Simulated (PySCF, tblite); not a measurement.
# C₁₂H₁₀B₂: excited states

Wanted: excited states for C₁₂H₁₀B₂ (`B1c2ccccc2Bc2ccccc21`).

Computed with tblite 0.8.0 and PySCF 2.14.0 and routines of our own; the level stands in each step. Atoms count from 0.

## Step 1: The starting structure

24 atoms, charge 0, multiplicity 1; geometry from: force field or distance geometry start.

## Step 2: Geometry optimisation with GFN2-xTB

The job: settings as JSON, then the geometry in Å.

```
{"job": {"kind": "relax", "xc": "GFN2-xTB", "basis": "xTB"}, "charge": 0, "multiplicity": 1}
B     -0.087500    -1.228600     0.875400
C      1.297400    -0.557900     0.561600
C      2.477800    -1.119100     1.123900
C      3.712000    -0.528300     0.848300
C      3.800100     0.595700     0.052300
C      2.641000     1.156700    -0.510500
C      1.392400     0.587400    -0.254000
B      0.101400     1.230100    -0.875500
C     -1.298200     0.558800    -0.573700
C     -2.473800     1.114000    -1.119600
C     -3.716700     0.533700    -0.862000
C     -3.805900    -0.601000    -0.046700
C     -2.652100    -1.156400     0.514400
C     -1.388500    -0.585400     0.244000
H     -0.174300    -2.176400     1.565600
H      2.416700    -1.993200     1.764800
H      4.611100    -0.962700     1.285900
H      4.765600     1.037400    -0.156600
H      2.733400     2.039600    -1.129300
H      0.175200     2.186300    -1.560900
H     -2.423600     2.000400    -1.751800
H     -4.612000     0.968200    -1.284800
H     -4.761700    -1.035500     0.165700
H     -2.741400    -2.043900     1.131000
```

On the command line:

```bash
OMP_NUM_THREADS=1 python excited_run.py task.json out
```

One launch serves the whole session: the jobs run in the order shown.

Standard output:

```text
step      E/eV     max force
  0    -903.76633    1.283
  1    -903.82639    0.632
  2    -903.84674    0.324
  3    -903.86829    0.265
  4    -903.87463    0.232
  5    -903.87651    0.073
  6    -903.87705    0.063
  7    -903.87758    0.054
  8    -903.87812    0.052
  9    -903.87859    0.040
 10    -903.87888    0.031
 11    -903.87903    0.024
 12    -903.87913    0.022
 13    -903.87922    0.021
 14    -903.87929    0.017
 15    -903.87934    0.013
 16    -903.87937    0.010
```

Wall time 0.45 s (1 thread of AMD EPYC 7R43, shared host).

Step by step:

```
step  energy from step 0 (eV)  largest force (eV/Å)
   0                   0.0000                1.2827
   1                  -0.0601                0.6325
   2                  -0.0804                0.3242
   3                  -0.1020                0.2654
   4                  -0.1083                0.2317
   5                  -0.1102                0.0733
   6                  -0.1107                0.0630
   7                  -0.1112                0.0536
   8                  -0.1118                0.0519
   9                  -0.1123                0.0404
  10                  -0.1125                0.0308
  11                  -0.1127                0.0245
  12                  -0.1128                0.0220
  13                  -0.1129                0.0214
  14                  -0.1130                0.0168
  15                  -0.1130                0.0129
  16                  -0.1130                0.0105
```

Distances of close pairs at the start and the end, largest changes first:

```
   bond  before (Å)  after (Å)  change (Å)
 B0–C13       1.583      1.553      -0.030
  B7–C8       1.581      1.553      -0.029
  C1–C2       1.423      1.396      -0.027
  C4–C5       1.405      1.385      -0.020
  C6–B7       1.570      1.552      -0.018
  B0–C1       1.570      1.553      -0.018
C12–C13       1.413      1.396      -0.017
C10–C11       1.400      1.385      -0.015
```

The next job starts from the end point, and lists it.

## Step 3: Harmonic vibrations with GFN2-xTB

The job: settings as JSON, then the geometry in Å.

```
{"job": {"kind": "ir", "xc": "GFN2-xTB", "basis": "xTB"}, "charge": 0, "multiplicity": 1}
B     -0.094556    -1.207278     0.864294
C      1.287487    -0.563312     0.571065
C      2.461207    -1.095515     1.107816
C      3.699966    -0.529942     0.853186
C      3.787465     0.592595     0.047085
C      2.635392     1.139030    -0.494393
C      1.376924     0.585756    -0.252179
B      0.093595     1.208078    -0.865343
C     -1.288283     0.563641    -0.572934
C     -2.462366     1.096989    -1.107430
C     -3.700991     0.532045    -0.851415
C     -3.788339    -0.591025    -0.046339
C     -2.636079    -1.138606     0.493294
C     -1.377693    -0.585752     0.249753
H     -0.168857    -2.157858     1.548401
H      2.400325    -1.972087     1.738745
H      4.593951    -0.962583     1.281084
H      4.750157     1.040615    -0.156966
H      2.711268     2.016642    -1.121782
H      0.167116     2.162061    -1.544354
H     -2.401627     1.974999    -1.735993
H     -4.595195     0.965232    -1.277753
H     -4.751181    -1.037897     0.158723
H     -2.711422    -2.016064     1.120992
```

Standard output:

```text
mode    cm-1     km/mol
  1      35.6      0.60
  2      85.3      0.01
  3     143.5      0.00
  4     171.3      0.00
  5     216.3      0.06
  6     225.9      0.47
  7     314.6      0.00
  8     326.9      0.00
  9     362.6      0.04
 10     378.9      0.00
 11     414.2      0.00
 12     431.1      0.00
 13     509.0      0.00
 14     558.0      0.00
 15     580.1      3.50
 16     610.4      4.47
 17     637.8      0.00
 18     689.9      0.03
 19     693.4    200.24
 20     729.8      0.00
 21     750.7      0.01
 22     759.9      0.00
 23     781.3     15.93
 24     806.0      5.84
 25     823.3     15.74
 26     850.9      0.00
 27     887.7      0.00
 28     889.6      0.00
 29     922.9      0.55
 30     923.3      0.39
 31     933.0      0.00
 32     933.8      0.00
 33    1022.9      0.00
 34    1053.9     30.30
 35    1088.0     34.64
 36    1096.4      0.00
 37    1102.5     12.90
 38    1102.9      0.10
 39    1169.8      4.66
 40    1184.3      3.00
 41    1185.1      0.08
 42    1206.0      0.00
 43    1222.3      0.01
 44    1255.3      0.02
 45    1265.0      0.01
 46    1272.0    445.50
 47    1303.7     71.60
 48    1311.9      0.03
 49    1412.4      0.00
 50    1414.1      0.00
 51    1439.4    124.75
 52    1453.3      0.00
 53    1548.0      2.29
 54    1554.5      0.00
 55    1566.2      0.00
 56    1573.2     10.71
 57    2611.6    229.21
 58    2614.3     93.01
 59    3056.1      3.13
 60    3057.9      4.58
 61    3060.2      6.50
 62    3061.3      2.83
 63    3067.5     69.92
 64    3069.0    139.22
 65    3076.4    158.74
 66    3078.3     46.48
```

Run time: 2.6 s. Hardware: 1 thread of AMD EPYC 7R43, shared host.

Which atoms move in the most intense modes:

```
cm⁻¹  km/mol                                   atoms
 693   200.2    H14 18 %, H19 18 %, B7 13 %, B0 13 %
1272   445.5                        B0 14 %, B7 14 %
1304    71.6     C1 11 %, C6 11 %, C8 10 %, C13 10 %
1439   124.8     C6 10 %, C1 10 %, C8 10 %, C13 10 %
2612   229.2                                H14 87 %
2614    93.0                                H19 87 %
3069   139.2  H20 28 %, H23 25 %, H21 20 %, H22 17 %
3076   158.7            H17 38 %, H16 27 %, H18 12 %
```

## Step 4: Excited states: TDA wB97X-D/def2-SVP

Settings changed since step 3:

```diff
@@ -1,2 +1,2 @@
-{"job": {"kind": "ir", "xc": "GFN2-xTB", "basis": "xTB"}, "charge": 0, "multiplicity": 1}
+{"job": {"kind": "states", "xc": "wB97X-D", "basis": "def2-SVP", "tda": true, "soc": true, "nstates": 6, "ntriplets": 4, "nquad": 4}, "charge": 0, "multiplicity": 1}
 B     -0.094556    -1.207278     0.864294
```

With the program's defaults for keys left out, this is: TDA wB97X-D/def2-SVP excited states, vertical, gas phase, spin-orbit mean-field couplings.

Standard output:

```text
coarse grid: 21408 points
cycle   1  E = -512.3301336691  dE =  3.192e+00  |g| = 3.531e-01  |ddm| = 6.675e+00
cycle   2  E = -512.3609097272  dE = -3.078e-02  |g| = 2.463e-01  |ddm| = 1.041e+00
cycle   3  E = -512.3758269123  dE = -1.492e-02  |g| = 9.576e-02  |ddm| = 4.562e-01
cycle   4  E = -512.3783130466  dE = -2.486e-03  |g| = 3.050e-02  |ddm| = 1.404e-01
cycle   5  E = -512.3785595678  dE = -2.465e-04  |g| = 3.260e-03  |ddm| = 4.411e-02
cycle   6  E = -512.3785655267  dE = -5.959e-06  |g| = 1.368e-03  |ddm| = 7.073e-03
final grid: 210632 points
cycle   7  E = -512.4592067422  dE = -1.423e-04  |g| = 3.470e-03  |ddm| = 7.268e-02
cycle   8  E = -512.4592108937  dE = -4.152e-06  |g| = 2.276e-03  |ddm| = 1.073e-02
cycle   9  E = -512.4592121547  dE = -1.261e-06  |g| = 6.838e-04  |ddm| = 3.233e-03
cycle  10  E = -512.4592123904  dE = -2.357e-07  |g| = 3.262e-04  |ddm| = 1.625e-03
cycle  11  E = -512.4592124315  dE = -4.116e-08  |g| = 1.051e-04  |ddm| = 5.624e-04
cycle  12  E = -512.4592124439  dE = -1.236e-08  |g| = 4.833e-05  |ddm| = 3.072e-04
cycle  13  E = -512.4592124461  dE = -2.163e-09  |g| = 1.831e-05  |ddm| = 1.454e-04
cycle  14  E = -512.4592124464  dE = -3.408e-10  |g| = 6.769e-06  |ddm| = 5.365e-05
converged SCF energy = -512.4592124464

Singlet excitations
state   eV       nm        f     d(h-e)  d(exc)  Lambda  PR(NTO)  |dmu|/D   mu/D   main configurations
  1   3.7726   328.6   0.00000   0.001   3.615   0.672   1.047    0.002    0.003   H->L 0.95
  2   4.2890   289.1   0.19919   0.002   3.639   0.635   1.448    0.005    0.006   H-1->L 0.82, H->L+1 0.12
  3   4.3775   283.2   0.00002   0.001   3.183   0.568   1.054    0.002    0.004   H-4->L 0.96
  4   4.6583   266.2   0.00000   0.002   3.439   0.748   1.526    0.007    0.007   H-2->L 0.80, H->L+3 0.08
  5   4.7569   260.6   0.00000   0.001   3.178   0.496   1.086                     H-5->L 0.94
  6   5.4306   228.3   0.00061   0.001   3.019   0.544   1.233                     H-7->L 0.87

Triplet excitations (Tamm-Dancoff)
state   eV     d(h-e)  d(exc)  Lambda  PR(NTO)   main configurations
  1   2.9904   0.001   3.272   0.691   1.256   H->L 0.88
  2   3.5318   0.004   3.428   0.650   1.215   H-1->L 0.90
  3   3.7348   0.005   2.829   0.839   2.036   H-3->L 0.64, H->L+2 0.20
  4   3.7382   0.006   3.231   0.758   1.290   H-2->L 0.87, H-1->L+2 0.10
S1 - T1 = 0.7822 eV

Spin-orbit couplings |<S|Hso|T>| (cm-1)
             T1       T2       T3       T4
S0        0.015    0.016    0.011    0.012
S1        0.000    0.000    0.003    0.019
S2        0.009    0.000    0.023    0.002
S3        0.754    0.006    0.015    0.149
S4        0.021    0.002    0.005    0.011
S5        1.227    0.021    0.089    2.195
S6        0.004    0.666    0.655    0.026
T1 sublevels (cm-1): 0.000 0.000 0.000   radiative rates (1/s): 9.27e-06 8.63e-08 4.7e-09
```

Run time: 2.1 min. Hardware: 1 thread of AMD EPYC 7R43, shared host; peak memory 1.2 GiB.

In short:

```
  quantity    value
S1 less T1  0.78 eV
```

## Step 5: Summary of results

| quantity | value |
| --- | --- |
| strongest single infrared mode (GFN2-xTB) | 1272 cm⁻¹, 446 km/mol |
| zero-point energy (GFN2-xTB) | 112.8 kcal/mol |
| S1 less T1 (step 4, TDA wB97X-D/def2-SVP) | 0.78 eV |

**Reading.** All 66 modes are real, so the xTB geometry is a minimum. The strongest single mode, at 1272 cm⁻¹, is spread over many atoms; the largest shares are those of B0, B7. GFN2-xTB is a fitted tight-binding method: band positions and strengths are rough. Its intensities can rank the bands wrongly. In step 4, the number of triplets below S1 is at least 4, and the largest singlet-triplet spin-orbit coupling is S5–T4, 2.19 cm⁻¹.
